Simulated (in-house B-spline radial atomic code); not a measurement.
**Ar: a test of the box radius**

Aim: see how the result and the number of iterations for Ar depend on the box radius.

Program: in-house B-spline radial atomic code version 1. Level of theory: scalar-relativistic (spin-free one-electron X2C) AM05, spherical fractional occupations, Fermi nucleus, basis-set limit. These are calculated values, not measurements, unless marked.

**1. The atom as given**

- element: argon (Z = 18)
- charge: 0
- electrons: 18
- configuration: [Ne] 3s2 3p6
- Hamiltonian: scalar-relativistic (X2C)
- nucleus: Fermi, rms radius 3.427 fm

The outer shells:

[Ne] 3s2 3p6
```
[Ne] core
3s [↑↓]
3p [↑↓][↑↓][↑↓]
```

A run counts as converged when the orbital gradient is under the tolerance times 18 hartree (or under the basis's noise floor) and the energy moved by less than 1e-8 hartree times the root of its size. Energy differences under 2e-06 hartree are noise.

Settings, as recorded:

```ini
Z = 18
electrons = 18.0
configuration = [Ne] 3s2 3p6
hamiltonian = x2c
method = am05
spin_polarised = False
nucleus = fermi
rms_radius = 3.4274
mass_number = 40
atomic_mass = 39.96238312204
speed_of_light = 137.035999084
knot_spacing = 0.22
spline_order = 8
gauss_points = 12
box_radius = 50
max_iterations = 70
damping = 0.5
damped_steps = 3
diis_vectors = 10
tolerance = 1e-08
start = Thomas-Fermi
```

The reference is known from an earlier run: -527.885146 hartree in all. Up to eight levels, counted from the top:

| orbital | occupation | energy (eV) | <r> (bohr) |
| --- | --- | --- | --- |
| 1s | 2 | -3109.36 | 0.08568 |
| 2s | 2 | -295.92 | 0.4149 |
| 2p | 6 | -229.46 | 0.3771 |
| 3s | 2 | -24.131 | 1.408 |
| 3p | 6 | -10.205 | 1.663 |

**2. Box radius 2**

Settings, as recorded:

```ini
Z = 18
electrons = 18.0
configuration = [Ne] 3s2 3p6
hamiltonian = x2c
method = am05
spin_polarised = False
nucleus = fermi
rms_radius = 3.4274
mass_number = 40
atomic_mass = 39.96238312204
speed_of_light = 137.035999084
knot_spacing = 0.22
spline_order = 8
gauss_points = 12
box_radius = 2.0
max_iterations = 70
damping = 0.5
damped_steps = 3
diis_vectors = 10
tolerance = 1e-08
start = Thomas-Fermi
```

Started as:

```
> python run_scf.py task.json out
```

The settings of every run stand in task.json; they run in order.

**3. Box radius 3**

Settings: those of step 2 with these lines changed.

```diff
@@ -14,3 +14,3 @@
 gauss_points = 12
-box_radius = 2.0
+box_radius = 3.0
 max_iterations = 70
```

**4. Box radius 5**

Settings: those of step 3 with these lines changed.

```diff
@@ -14,3 +14,3 @@
 gauss_points = 12
-box_radius = 3.0
+box_radius = 5.0
 max_iterations = 70
```

**5. Box radius 7.5**

Settings: those of step 4 with these lines changed.

```diff
@@ -14,3 +14,3 @@
 gauss_points = 12
-box_radius = 5.0
+box_radius = 7.5
 max_iterations = 70
```

**6. Box radius 10**

Settings: those of step 5 with these lines changed.

```diff
@@ -14,3 +14,3 @@
 gauss_points = 12
-box_radius = 7.5
+box_radius = 10.0
 max_iterations = 70
```

**7. Box radius 15**

Settings: those of step 6 with these lines changed.

```diff
@@ -14,3 +14,3 @@
 gauss_points = 12
-box_radius = 10.0
+box_radius = 15.0
 max_iterations = 70
```

**8. Box radius 25**

Settings: those of step 7 with these lines changed.

```diff
@@ -14,3 +14,3 @@
 gauss_points = 12
-box_radius = 15.0
+box_radius = 25.0
 max_iterations = 70
```

**9. Box radius 100**

Settings: those of step 8 with these lines changed.

```diff
@@ -14,3 +14,3 @@
 gauss_points = 12
-box_radius = 25.0
+box_radius = 100
 max_iterations = 70
```

**10. Box radius 200**

Settings: those of step 9 with these lines changed.

```diff
@@ -14,3 +14,3 @@
 gauss_points = 12
-box_radius = 100
+box_radius = 200
 max_iterations = 70
```

Before running: Which of these runs converge to the reference energy, which miss it and by about how much, and which fail?

The runs gave:

| run | outcome | iterations | energy less the reference (hartree) |
| --- | --- | --- | --- |
| reference | converged | 9 | 0 |
| box radius 2 | converged | 8 | +6.31 |
| box radius 3 | converged | 8 | +0.749 |
| box radius 5 | converged | 9 | +0.018 |
| box radius 7.5 | converged | 9 | +0.000232 |
| box radius 10 | converged | 9 | +3.04e-06 |
| box radius 15 | converged | 9 | below noise |
| box radius 25 | converged | 9 | below noise |
| box radius 100 | converged | 9 | below noise |
| box radius 200 | converged | 9 | below noise |

Of 9 changed inputs, 5 gave the reference energy within 1e-05 hartree and 4 converged to another value. The worst converged miss is +6.31 hartree (box radius 2): so small a box squeezes the electrons and raises the energy.
